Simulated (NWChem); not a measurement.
# UMPW1B95/cc-pVDZ/cc-pVDZ-PP (density fitting with weigend coulomb fitting, core potential) run of [ReH9]2− (SMILES [H][Re-2]([H])([H])([H])([H])([H])([H])([H])[H])

Aim: the energy change on altering one bond length of [ReH9]2− at UMPW1B95/cc-pVDZ/cc-pVDZ-PP (density fitting with weigend coulomb fitting, core potential), from 2 runs. 

The results are computed with NWChem 7.3.0.

3 further runs of the same task are left out: 2 that didn't finish, 1 set aside as unsound or not needed.

## Step 1: Starting point

The species is [ReH9]2− (10 atoms), meant as a singlet with charge -2. SMILES: `[H][Re-2]([H])([H])([H])([H])([H])([H])([H])[H]`. Geometry: a GFN2-xTB relaxation, a rough one for these elements and not checked as a minimum.

Bond lengths: Re1–H2 1.494 Å, Re1–H3 1.476 Å, Re1–H4 1.494 Å, Re1–H5 1.523 Å, Re1–H6 1.523 Å, Re1–H7 1.548 Å, Re1–H8 1.548 Å, Re1–H9 1.548 Å, Re1–H10 1.548 Å. Some angles: H2–Re1–H3 122.2°, H2–Re1–H4 115.7°, H2–Re1–H5 70.2°, H2–Re1–H6 70.1°, H2–Re1–H7 70.1°, H2–Re1–H8 70.2°, H2–Re1–H9 135.8°, H2–Re1–H10 135.8°, H3–Re1–H4 122.1°, H3–Re1–H5 129.6°.

## Step 2: Energy and one-electron properties at UMPW1B95/cc-pVDZ/cc-pVDZ-PP (density fitting with weigend coulomb fitting, core potential)

run.nw reads:

```
start run
memory 2200 mb
charge -2

geometry units angstrom noautosym nocenter noautoz
   Re     0.013460     0.000130     0.000090
   H      0.820780     1.257320     0.002830
   H     -1.462640     0.013370    -0.004000
   H      0.796440    -1.272200     0.001220
   H      0.980860    -0.010400     1.175940
   H      0.988360    -0.007120    -1.169510
   H     -0.527880     0.970980     1.076890
   H     -0.523160     0.970900    -1.079120
   H     -0.546920    -0.961760     1.075440
   H     -0.539300    -0.961240    -1.079780
end

basis spherical bse
   * library cc-pVDZ except Re
   Re library cc-pVDZ-PP
end

ecp bse
   Re library cc-pVDZ-PP
end

basis "cd basis" spherical
   * library "weigend coulomb fitting"
end

dft
   xc mpw1b95
   odft
   grid coarse
   convergence energy 1e-05
   iterations 150
   print low
end

property
   dipole
   efield
   esp
end

task dft property
```

Launch:

```bash
nwchem run.nw > run.out
```

Log:

```text
[...]
 **** WARNING Zero Coefficient **** on atom "              Re"
 angular momentum value:-1  standard basis set name: "cc-pVDZ-PP"
 input line that generated warning:
  2452: 2       1.00000000             0.00000000
[...]
 d= 0,ls=0.0,diis     1    -82.7687443389 -1.39D+02  3.96D-02  1.95D+00     4.1
[...]
 d= 0,ls=0.0,diis     8    -83.6537588496  3.75D-08  3.65D-06  1.32D-07    25.7
[...]
         Total DFT energy =      -83.653758849575
      One electron energy =     -259.787778804354
           Coulomb energy =      132.555576303768
    Exchange-Corr. energy =      -12.323830476501
 Nuclear repulsion energy =       55.902274127512
[...]
      <S2> =     -0.0000 (Exact =     0.0000)
[...]
   Dipole moment        0.0378061325 Debye(s)
             DMX       -0.0377622240 DMXEFC        0.0000000000
             DMY       -0.0017583259 DMYEFC        0.0000000000
             DMZ       -0.0004757974 DMZEFC        0.0000000000
   -EFC- dipole         0.0000000000 DEBYE(S)
   Total dipole         0.0378061325 DEBYE(S)
[...]
```

It took 26 s on 1 thread of AMD EPYC 9R45 (Zen 5), shared host; peak memory 0.14 GiB.

## Step 3: The distorted shape at the same level

geom.nw reads:

```
START geom
memory stack 880 mb heap 220 mb global 1100 mb
charge -2
GEOMETRY units angstroms noautosym nocenter noautoz
  Re    0.284130   -0.485295   -0.538310
  H     1.091450    0.771895   -0.535570
  H    -1.191970   -0.472055   -0.542400
  H     1.067110   -1.757625   -0.537180
  H     1.251530   -0.495825    0.637540
  H     1.259030   -0.492545   -1.707910
  H    -0.527880    0.970980    1.076890
  H    -0.252490    0.485475   -1.617520
  H    -0.276250   -1.447185    0.537040
  H    -0.268630   -1.446665   -1.618180
END
BASIS spherical bse
  * library cc-pVDZ except Re
  Re library cc-pVDZ-PP
END
ECP bse
  Re library cc-pVDZ-PP
END
BASIS "cd basis" spherical
  * library "weigend coulomb fitting"
END
DFT
  xc mpw1b95
  mult 1
  odft
  grid coarse
  convergence energy 1e-05
  iterations 150
END
PROPERTY
  dipole
  efield
  esp
END
TASK dft property
```

Launch:

```bash
nwchem geom.nw > geom.out
```

Log:

```text
[...]
 **** WARNING Zero Coefficient **** on atom "              Re"
 angular momentum value:-1  standard basis set name: "cc-pVDZ-PP"
 input line that generated warning:
  2452: 2       1.00000000             0.00000000
[...]
          Wavefunction type:  spin polarized.
          No. of atoms     :    10
          No. of electrons :    26
[...]
          Charge           :    -2
          Spin multiplicity:     1
[...]
          AO basis - number of functions:    83
[...]
              XC Information
              --------------
                      MPW1B95 Method XC Functional
                     Hartree-Fock (Exact) Exchange  0.310
                        mPW91  Exchange Functional  0.690
                         B95 Correlation Potential  1.000
[...]
 d= 0,ls=0.0,diis     1    -82.6057219030 -1.36D+02  4.20D-02  2.13D+00     4.1
[...]
 d= 0,ls=0.0,diis    10    -83.6375051335 -2.27D-08  6.71D-07  3.12D-09    31.4
[...]
         Total DFT energy =      -83.637505133470
      One electron energy =     -255.176606761310
           Coulomb energy =      130.002505806055
    Exchange-Corr. energy =      -12.213997392883
 Nuclear repulsion energy =       53.750593214668
[...]
      <S2> =     -0.0000 (Exact =     0.0000)
[...]
   Dipole moment        2.6091239671 Debye(s)
             DMX        0.9335153814 DMXEFC        0.0000000000
             DMY       -1.6482524761 DMYEFC        0.0000000000
             DMZ       -1.7942521237 DMZEFC        0.0000000000
   -EFC- dipole         0.0000000000 DEBYE(S)
   Total dipole         2.6091239671 DEBYE(S)
[...]
```

Wall time 32 s (1 thread of AMD EPYC 9R45 (Zen 5), shared host); peak memory 0.14 GiB.

## Step 4: Summary of results

At UMPW1B95/cc-pVDZ/cc-pVDZ-PP (density fitting with weigend coulomb fitting, core potential):

| quantity | value |
| --- | --- |
| first shape: total energy | -83.65376 Eh |
| distorted shape: total energy | -83.63751 Eh |
| distorted shape: HOMO energy | 3.31 eV |
| distorted shape: LUMO energy | 9.11 eV |
| distorted shape: HOMO–LUMO gap (to an unbound level, set by the basis) | 5.80 eV |
| energy change with the Re1–H7 bond stretched from 1.548 to 2.321 Å | 0.442 eV |

With the Re1–H7 bond stretched from 1.548 to 2.321 Å the energy rises by 0.44 eV (10.2 kcal/mol). The first shape isn't relaxed at this level, so the change isn't measured from a minimum. The HOMO (distorted shape) lies at positive energy, 3.31 eV; only total energies tell whether the electron is bound.
